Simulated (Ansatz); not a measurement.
BFH4SSi2, SMILES F[SiH]1[SiH2]B1S: vertical energies of changing the electron count, run with Ansatz 0.2.0, Python API.

`bfh4ssi2.py`
```python
# -*- coding: utf-8 -*-
'''Vertical ionisation energy and electron affinity of BFH4SSi2.'''

import ansatz
from ase import Atoms


def total_energy(molecule, charge=0, unpaired=0):
    calc = molecule.calculation().basis(gaussian='def2-SVPD').functional('pbe')
    if charge:
        calc = calc.charge(charge)
    if unpaired:
        calc = calc.spin('collinear', total=unpaired)
    return calc.run().report['free_energy_ev']

atoms = Atoms(['F', 'Si', 'Si', 'B', 'S', 'H', 'H', 'H', 'H'], positions=[
    [1.0155, 1.6952, -1.4413],
    [1.1291, 0.7408, -0.104],
    [0.5307, -1.2114, -0.4078],
    [-0.5877, 0.1016, 0.5374],
    [-2.3015, 0.4386, 1.3693],
    [2.0416, 1.1437, 0.9855],
    [1.0989, -2.2162, 0.5547],
    [0.0662, -1.5589, -1.7208],
    [-2.9043, 0.8203, 0.2099],
])
mol = ansatz.Crystal.molecule_from_ase(atoms)

# delta-SCF style differences, no relaxation
parent = total_energy(mol, 0, 0)
cation = total_energy(mol, 1, 1)
print(f'E(N)   = {parent:.5f} eV')
print(f'E(N-1) = {cation:.5f} eV  (1 unpaired)')
print(f'vertical ionisation energy {cation - parent:.3f} eV')
anion = total_energy(mol, -1, 1)
print(f'E(N+1) = {anion:.5f} eV  (1 unpaired)')
print(f'vertical electron affinity {parent - anion:.3f} eV' + ('' if anion < parent else ' (unbound in this basis)'))
print(f'fundamental gap IP - EA = {cation + anion - 2 * parent:.3f} eV')
```

What does it cost to change the electron count at this fixed geometry?

At this unrelaxed geometry removing an electron costs 7.72 eV and adding one releases 2.13 eV.

The run itself:

```console
$ python bfh4ssi2.py
E(N)   = -30020.24242 eV
E(N-1) = -30012.52511 eV  (1 unpaired)
vertical ionisation energy 7.717 eV
E(N+1) = -30022.36742 eV  (1 unpaired)
vertical electron affinity 2.125 eV
fundamental gap IP - EA = 5.592 eV
```

Notes:
- Total energies depend on the basis set; only differences at equal settings carry meaning.
- The geometry is a force-field or estimated start, not a minimum of this method, and the basis set is short of its limit. All parts are taken at fixed geometry, without zero-point energy. At an unrelaxed start these energies can be a whole eV from those at the minimum, and a small affinity can change sign.
- Hardware and time: 42 s on 1 thread of Arm Neoverse V1 (shared host), peak memory 0.38 GiB.

(A comment or docstring line of the script was reworded after the run, the code is as it ran; lines on the test bed's own set-up are left out of the output.)
